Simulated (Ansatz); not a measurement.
Born–Oppenheimer molecular dynamics of a periodic cell of 26 atoms, Mg$_{6}$HO$_{6}$ (surface MgO(111), adsorbate H2, incident energy 0.8 eV, 0° from the normal). It starts from an unrelaxed structure (largest force component 1.74 eV/Å).

Method: DFT PBEsol, scalar-relativistic, plane waves, PAW (Ansatz). Settings: accuracy low, cutoff 420 eV, k mesh 2x2x1, fermi-dirac smearing 0.02 eV, no spin polarisation.

```
ensemble            : NVE (velocity Verlet)
time step           : 0.5 fs
steps asked         : 500
starting velocities : zero, but for any typed in the input
atoms held          : 1 to 8
seed                : 699012
```

Frames 0.5 fs apart, positions in Å, forces in eV/Å.

Velocities at 20 fs (Å/ps):

```
Mg 0.00 0.00 0.00
O 0.00 0.00 0.00
Mg 0.00 0.00 0.00
O 0.00 0.00 0.00
Mg 0.00 0.00 0.00
O 0.00 0.00 0.00
Mg 0.00 0.00 0.00
O 0.00 0.00 0.00
Mg -0.02 0.00 6.89
O -0.08 0.06 -7.14
Mg 0.05 -0.02 6.94
O -0.01 -0.01 -7.25
Mg 0.02 0.06 6.93
O 0.10 0.05 -7.16
Mg -0.05 -0.04 6.93
O 0.02 -0.11 -7.15
Mg 0.02 0.00 8.39
O 0.06 -0.04 -8.49
Mg -0.10 0.07 8.48
O -0.16 -0.07 -9.74
Mg -0.01 -0.12 8.45
O -0.07 -0.02 -8.53
Mg 0.08 0.06 8.45
O 0.00 0.06 -8.56
H 3.31 3.34 -82.20
H -0.89 -2.42 -84.86
```

```xyz
26
Lattice="5.9623 0.0000 0.0000 2.9812 5.1635 0.0000 0.0000 0.0000 19.0853" Properties=species:S:1:pos:R:3:forces:R:3 time_fs=20 energy_less_start_eV=-0.961 T=757
Mg 0.000 0.000 1.000 0.01 0.00 1.09
O 4.472 4.303 2.217 0.02 -0.01 -1.60
Mg 1.491 2.582 1.000 -0.01 0.00 1.09
O 2.981 1.721 2.217 0.01 0.00 -1.59
Mg 2.981 0.000 1.000 -0.01 -0.01 1.10
O 7.453 4.303 2.217 -0.01 -0.01 -1.60
Mg 4.472 2.582 1.000 0.01 0.01 1.11
O 5.962 1.721 2.217 0.00 0.02 -1.60
Mg 5.962 3.442 3.523 -0.02 0.00 0.03
O 1.490 2.582 4.536 -0.03 0.03 0.56
Mg 4.472 0.861 3.523 0.03 -0.01 0.06
O 0.000 0.000 4.536 0.00 0.00 0.52
Mg 2.981 3.442 3.523 0.02 0.03 0.06
O 4.472 2.582 4.536 0.04 0.02 0.55
Mg 1.490 0.861 3.523 -0.03 -0.03 0.06
O 5.962 5.163 4.536 0.01 -0.05 0.56
Mg 2.981 1.721 5.973 0.01 0.00 0.30
O 4.472 0.861 6.987 0.02 -0.02 -0.35
Mg 4.471 4.303 5.973 -0.07 0.04 0.37
O 5.962 3.442 6.983 -0.06 -0.03 -0.81
Mg 5.962 1.721 5.973 -0.01 -0.07 0.35
O 1.490 0.861 6.987 -0.03 -0.01 -0.36
Mg 7.453 4.303 5.973 0.05 0.04 0.33
O 2.981 3.443 6.987 0.00 0.03 -0.37
H 6.655 3.818 9.231 0.39 0.59 0.11
H 6.266 3.181 9.220 -0.33 -0.56 0.03
26
Lattice="5.9623 0.0000 0.0000 2.9812 5.1635 0.0000 0.0000 0.0000 19.0853" Properties=species:S:1:pos:R:3:forces:R:3 time_fs=20.5 energy_less_start_eV=-0.965 T=758
Mg 0.000 0.000 1.000 0.02 0.00 1.12
O 4.472 4.303 2.217 0.02 -0.01 -1.63
Mg 1.491 2.582 1.000 -0.01 0.00 1.12
O 2.981 1.721 2.217 0.01 0.00 -1.61
Mg 2.981 0.000 1.000 -0.02 -0.01 1.13
O 7.453 4.303 2.217 -0.01 -0.01 -1.62
Mg 4.472 2.582 1.000 0.01 0.01 1.14
O 5.962 1.721 2.217 0.00 0.02 -1.63
Mg 5.962 3.442 3.526 -0.02 0.00 -0.02
O 1.490 2.582 4.532 -0.04 0.03 0.62
Mg 4.472 0.861 3.526 0.03 -0.01 0.01
O 0.000 0.000 4.532 -0.01 0.00 0.57
Mg 2.981 3.442 3.526 0.02 0.04 0.01
O 4.472 2.582 4.532 0.05 0.02 0.61
Mg 1.490 0.861 3.526 -0.03 -0.03 0.01
O 5.962 5.163 4.532 0.01 -0.05 0.61
Mg 2.981 1.721 5.977 0.01 0.00 0.26
O 4.472 0.860 6.983 0.02 -0.02 -0.32
Mg 4.471 4.303 5.977 -0.07 0.05 0.34
O 5.962 3.442 6.978 -0.06 -0.03 -0.82
Mg 5.962 1.721 5.977 -0.01 -0.08 0.32
O 1.490 0.861 6.982 -0.03 -0.01 -0.33
Mg 7.453 4.303 5.977 0.05 0.04 0.30
O 2.981 3.443 6.982 0.00 0.03 -0.35
H 6.657 3.820 9.190 0.32 0.47 0.11
H 6.266 3.179 9.177 -0.26 -0.44 0.03
26
Lattice="5.9623 0.0000 0.0000 2.9812 5.1635 0.0000 0.0000 0.0000 19.0853" Properties=species:S:1:pos:R:3:forces:R:3 time_fs=21 energy_less_start_eV=-0.967 T=759
Mg 0.000 0.000 1.000 0.02 0.00 1.15
O 4.472 4.303 2.217 0.02 -0.01 -1.65
Mg 1.491 2.582 1.000 -0.01 0.00 1.15
O 2.981 1.721 2.217 0.01 0.00 -1.63
Mg 2.981 0.000 1.000 -0.02 -0.01 1.16
O 7.453 4.303 2.217 -0.01 -0.01 -1.65
Mg 4.472 2.582 1.000 0.01 0.02 1.17
O 5.962 1.721 2.217 0.00 0.02 -1.65
Mg 5.962 3.442 3.530 -0.02 0.00 -0.08
O 1.490 2.582 4.529 -0.04 0.03 0.68
Mg 4.472 0.861 3.530 0.04 -0.01 -0.03
O 0.000 0.000 4.529 -0.01 0.00 0.62
Mg 2.981 3.443 3.530 0.02 0.04 -0.04
O 4.472 2.582 4.529 0.05 0.03 0.66
Mg 1.490 0.860 3.530 -0.03 -0.03 -0.03
O 5.962 5.163 4.529 0.01 -0.06 0.67
Mg 2.981 1.721 5.981 0.02 0.00 0.23
O 4.472 0.860 6.978 0.03 -0.02 -0.30
Mg 4.471 4.303 5.982 -0.08 0.05 0.32
O 5.962 3.442 6.973 -0.06 -0.03 -0.82
Mg 5.962 1.721 5.981 -0.01 -0.09 0.29
O 1.490 0.861 6.978 -0.03 -0.01 -0.31
Mg 7.453 4.303 5.982 0.06 0.04 0.27
O 2.981 3.443 6.978 -0.01 0.03 -0.33
H 6.660 3.824 9.149 0.21 0.29 0.11
H 6.264 3.176 9.135 -0.15 -0.26 0.02
26
Lattice="5.9623 0.0000 0.0000 2.9812 5.1635 0.0000 0.0000 0.0000 19.0853" Properties=species:S:1:pos:R:3:forces:R:3 time_fs=21.5 energy_less_start_eV=-0.967 T=759
Mg 0.000 0.000 1.000 0.02 0.00 1.18
O 4.472 4.303 2.217 0.02 -0.02 -1.67
Mg 1.491 2.582 1.000 -0.01 0.00 1.18
O 2.981 1.721 2.217 0.01 0.00 -1.65
Mg 2.981 0.000 1.000 -0.02 -0.01 1.19
O 7.453 4.303 2.217 -0.02 -0.01 -1.67
Mg 4.472 2.582 1.000 0.01 0.02 1.20
O 5.962 1.721 2.217 0.00 0.02 -1.67
Mg 5.962 3.442 3.533 -0.02 0.00 -0.13
O 1.490 2.582 4.526 -0.04 0.04 0.73
Mg 4.472 0.861 3.533 0.04 -0.01 -0.08
O 0.000 0.000 4.525 -0.01 0.00 0.67
Mg 2.981 3.443 3.533 0.02 0.04 -0.08
O 4.472 2.582 4.526 0.05 0.03 0.72
Mg 1.490 0.860 3.533 -0.04 -0.03 -0.08
O 5.962 5.163 4.526 0.01 -0.06 0.73
Mg 2.981 1.721 5.986 0.02 0.00 0.20
O 4.472 0.860 6.974 0.03 -0.03 -0.28
Mg 4.471 4.303 5.986 -0.09 0.06 0.29
O 5.961 3.442 6.968 -0.06 -0.04 -0.81
Mg 5.962 1.721 5.986 -0.01 -0.10 0.27
O 1.490 0.861 6.974 -0.04 -0.01 -0.29
Mg 7.453 4.303 5.986 0.06 0.05 0.24
O 2.981 3.443 6.973 -0.01 0.04 -0.30
H 6.664 3.828 9.109 0.09 0.08 0.10
H 6.262 3.172 9.093 -0.02 -0.05 0.01
26
Lattice="5.9623 0.0000 0.0000 2.9812 5.1635 0.0000 0.0000 0.0000 19.0853" Properties=species:S:1:pos:R:3:forces:R:3 time_fs=22 energy_less_start_eV=-0.963 T=758
Mg 0.000 0.000 1.000 0.02 0.00 1.21
O 4.472 4.303 2.217 0.02 -0.02 -1.69
Mg 1.491 2.582 1.000 -0.01 0.00 1.21
O 2.981 1.721 2.217 0.01 0.00 -1.67
Mg 2.981 0.000 1.000 -0.02 -0.02 1.22
O 7.453 4.303 2.217 -0.02 -0.01 -1.69
Mg 4.472 2.582 1.000 0.01 0.02 1.23
O 5.962 1.721 2.217 0.00 0.02 -1.69
Mg 5.962 3.442 3.536 -0.02 0.00 -0.18
O 1.490 2.582 4.522 -0.05 0.04 0.79
Mg 4.472 0.861 3.537 0.04 -0.01 -0.13
O 0.000 0.000 4.522 -0.01 -0.01 0.72
Mg 2.981 3.443 3.537 0.02 0.05 -0.13
O 4.472 2.582 4.522 0.06 0.03 0.77
Mg 1.490 0.860 3.537 -0.04 -0.03 -0.13
O 5.962 5.163 4.522 0.02 -0.07 0.78
Mg 2.981 1.721 5.990 0.02 0.00 0.16
O 4.472 0.860 6.970 0.03 -0.03 -0.25
Mg 4.471 4.303 5.990 -0.09 0.06 0.27
O 5.961 3.442 6.962 -0.06 -0.04 -0.80
Mg 5.962 1.720 5.990 -0.01 -0.10 0.24
O 1.490 0.861 6.969 -0.04 -0.01 -0.26
Mg 7.453 4.303 5.990 0.07 0.05 0.21
O 2.981 3.443 6.969 -0.01 0.04 -0.28
H 6.667 3.832 9.069 -0.03 -0.11 0.09
H 6.260 3.169 9.050 0.10 0.15 -0.01
26
Lattice="5.9623 0.0000 0.0000 2.9812 5.1635 0.0000 0.0000 0.0000 19.0853" Properties=species:S:1:pos:R:3:forces:R:3 time_fs=22.5 energy_less_start_eV=-0.958 T=755
Mg 0.000 0.000 1.000 0.02 0.00 1.24
O 4.472 4.303 2.217 0.02 -0.02 -1.71
Mg 1.491 2.582 1.000 -0.02 0.00 1.24
O 2.981 1.721 2.217 0.01 0.00 -1.69
Mg 2.981 0.000 1.000 -0.02 -0.02 1.25
O 7.453 4.303 2.217 -0.02 -0.01 -1.71
Mg 4.472 2.582 1.000 0.01 0.02 1.26
O 5.962 1.721 2.217 0.00 0.03 -1.71
Mg 5.962 3.442 3.540 -0.02 0.00 -0.23
O 1.490 2.582 4.519 -0.05 0.04 0.84
Mg 4.472 0.861 3.540 0.04 -0.01 -0.18
O 0.000 0.000 4.519 -0.01 -0.01 0.77
Mg 2.981 3.443 3.540 0.02 0.05 -0.18
O 4.472 2.582 4.519 0.06 0.03 0.82
Mg 1.490 0.860 3.540 -0.04 -0.04 -0.17
O 5.963 5.163 4.519 0.02 -0.07 0.83
Mg 2.981 1.721 5.994 0.02 0.00 0.13
O 4.472 0.860 6.965 0.03 -0.03 -0.23
Mg 4.471 4.303 5.995 -0.10 0.07 0.25
O 5.961 3.442 6.957 -0.06 -0.05 -0.78
Mg 5.962 1.720 5.995 -0.01 -0.11 0.21
O 1.490 0.861 6.965 -0.05 -0.01 -0.24
Mg 7.453 4.303 5.995 0.07 0.05 0.18
O 2.981 3.443 6.965 -0.01 0.04 -0.26
H 6.671 3.836 9.028 -0.13 -0.27 0.08
H 6.259 3.165 9.008 0.19 0.32 -0.03
26
Lattice="5.9623 0.0000 0.0000 2.9812 5.1635 0.0000 0.0000 0.0000 19.0853" Properties=species:S:1:pos:R:3:forces:R:3 time_fs=23 energy_less_start_eV=-0.951 T=752
Mg 0.000 0.000 1.000 0.02 0.00 1.27
O 4.472 4.303 2.217 0.02 -0.02 -1.73
Mg 1.491 2.582 1.000 -0.02 0.00 1.26
O 2.981 1.721 2.217 0.01 0.00 -1.70
Mg 2.981 0.000 1.000 -0.02 -0.02 1.27
O 7.453 4.303 2.217 -0.02 -0.01 -1.73
Mg 4.472 2.582 1.000 0.02 0.02 1.29
O 5.962 1.721 2.217 0.00 0.03 -1.73
Mg 5.962 3.442 3.543 -0.02 0.00 -0.28
O 1.490 2.582 4.516 -0.05 0.04 0.89
Mg 4.472 0.861 3.544 0.04 -0.01 -0.22
O 0.000 0.000 4.516 -0.01 -0.01 0.82
Mg 2.981 3.443 3.543 0.02 0.05 -0.22
O 4.473 2.582 4.516 0.07 0.04 0.87
Mg 1.490 0.860 3.543 -0.04 -0.04 -0.22
O 5.963 5.163 4.516 0.02 -0.08 0.88
Mg 2.981 1.721 5.998 0.02 0.00 0.10
O 4.472 0.860 6.961 0.04 -0.04 -0.20
Mg 4.471 4.303 5.999 -0.11 0.07 0.23
O 5.961 3.442 6.951 -0.05 -0.05 -0.75
Mg 5.962 1.720 5.999 -0.01 -0.12 0.19
O 1.490 0.861 6.960 -0.05 -0.02 -0.21
Mg 7.453 4.303 5.999 0.08 0.06 0.15
O 2.981 3.443 6.960 -0.02 0.05 -0.23
H 6.674 3.840 8.989 -0.19 -0.38 0.07
H 6.258 3.163 8.966 0.26 0.43 -0.05
26
Lattice="5.9623 0.0000 0.0000 2.9812 5.1635 0.0000 0.0000 0.0000 19.0853" Properties=species:S:1:pos:R:3:forces:R:3 time_fs=23.5 energy_less_start_eV=-0.945 T=750
Mg 0.000 0.000 1.000 0.02 0.00 1.29
O 4.472 4.303 2.217 0.02 -0.02 -1.75
Mg 1.491 2.582 1.000 -0.02 0.00 1.29
O 2.981 1.721 2.217 0.01 0.00 -1.72
Mg 2.981 0.000 1.000 -0.02 -0.02 1.30
O 7.453 4.303 2.217 -0.02 -0.01 -1.75
Mg 4.472 2.582 1.000 0.02 0.02 1.32
O 5.962 1.721 2.217 -0.01 0.03 -1.75
Mg 5.962 3.442 3.547 -0.02 0.00 -0.33
O 1.490 2.582 4.514 -0.05 0.04 0.94
Mg 4.472 0.861 3.547 0.05 -0.01 -0.27
O 0.000 0.000 4.513 -0.01 -0.01 0.87
Mg 2.981 3.443 3.547 0.02 0.05 -0.27
O 4.473 2.582 4.513 0.07 0.04 0.92
Mg 1.490 0.860 3.547 -0.04 -0.04 -0.26
O 5.963 5.163 4.513 0.02 -0.08 0.93
Mg 2.981 1.721 6.003 0.02 0.00 0.07
O 4.472 0.860 6.956 0.04 -0.05 -0.18
Mg 4.471 4.303 6.004 -0.12 0.08 0.21
O 5.961 3.442 6.946 -0.05 -0.06 -0.72
Mg 5.962 1.720 6.003 -0.01 -0.13 0.16
O 1.490 0.861 6.956 -0.06 -0.02 -0.19
Mg 7.454 4.303 6.003 0.09 0.06 0.11
O 2.981 3.443 6.955 -0.02 0.05 -0.21
H 6.677 3.842 8.949 -0.22 -0.43 0.05
H 6.257 3.161 8.923 0.29 0.49 -0.08
```

Of the whole run (250 fs, mean temperature of the second half 1964 K): The conserved energy stayed within 3.3 meV per atom of its start (net change 0.037 meV per atom), so there is no drift, though single steps change it by up to 88 meV in the whole system, a sign of fast motions only just resolved. A run of 0.25 ps of so small a system gives no equilibrium averages. Limits of this set-up: coarse k mesh, thin slab, slab without dipole correction, no dispersion correction for a molecule that may bind weakly, a typed lattice constant that wasn't relaxed here, low accuracy level.

Run time: 81 min on 2 threads of Arm Neoverse V1, on a shared host, peak memory 1.3 GiB.
